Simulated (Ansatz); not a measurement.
# NdP3: the cost of one run

Program: Ansatz 0.2.0. Level of theory: DFT PBE, scalar-relativistic, plane waves, PAW; 4f electrons in the core of a trivalent norm-conserving potential. These are calculated values, not measurements.

### Step 1. The structure to begin with

Symmetry: Pm-3m, No. 221, cubic system. Conventional cell: a = 4.472 Å, b = 4.472 Å, c = 4.472 Å, α = 90.00°, β = 90.00°, γ = 90.00°. Nd (site symmetry m-3m) has 12 P at 3.16 Å in its first shell of neighbours. P (site symmetry 4/mmm) is surrounded by 4 Nd at 3.16 Å and 8 P at 3.16 Å.

Coordinates:

```cif
data_structure
_symmetry_space_group_name_H-M 'Pm-3m'
_symmetry_Int_Tables_number 221
_cell_length_a 4.4720
_cell_length_b 4.4720
_cell_length_c 4.4720
_cell_angle_alpha 90.000
_cell_angle_beta 90.000
_cell_angle_gamma 90.000
_cell_volume 89.43
loop_
_atom_site_label
_atom_site_type_symbol
_atom_site_symmetry_multiplicity
_atom_site_Wyckoff_symbol
_atom_site_fract_x
_atom_site_fract_y
_atom_site_fract_z
_atom_site_occupancy
Nd1 Nd 1 a 0.00000 0.00000 0.00000 1
P1 P 3 c 0.50000 0.50000 0.00000 1
```

Recipe of the guess: species swapped into a database cell of EuBi3 (Pm-3m, No. 221), with Nd on the Eu sites and P on the Bi sites. Lengths come from tabulated atomic sizes and are only a guess.

### Step 2. A first look at the guess

Contents of input.yaml:

```yaml
crystal:
  lattice:
    - [4.47199575, 0.0, 0.0]
    - [0.0, 4.47199575, 0.0]
    - [0.0, 0.0, 4.47199575]
  atoms:
    - { symbol: Nd, position: [0.0, 0.0, 0.0] }
    - { symbol: P, position: [0.5, 0.5, 0.0] }
    - { symbol: P, position: [0.5, 0.0, 0.5] }
    - { symbol: P, position: [0.0, 0.5, 0.5] }
basis:
  ecutwfc: 660
kpoints:
  mp_grid: { grid: [4, 4, 4] }
hamiltonian:
  xc: pbe
  pseudopotentials:
    kind: paw
    azcp: { Nd: "pseudopotentials/pbe/nc/lanthanide_3plus/Nd.nc.azcp" }
scf:
  occupations: { method: gaussian, width: 0.1 }
  lower_state_search: "off"
output:
  forces: true
  stress: true
  eigenvalues: true
```

The run is started by

```console
ansatz run input.yaml --threads 1 --pin off --max-ram 2560MiB --backend cpu --events-out ev --progress --plain --runs-dir out
```

**Question.** How long does this run take on 1 thread of Arm Neoverse V1, shared host, and how much memory does it need?

About 2.4 s, with a peak of 0.32 GiB.
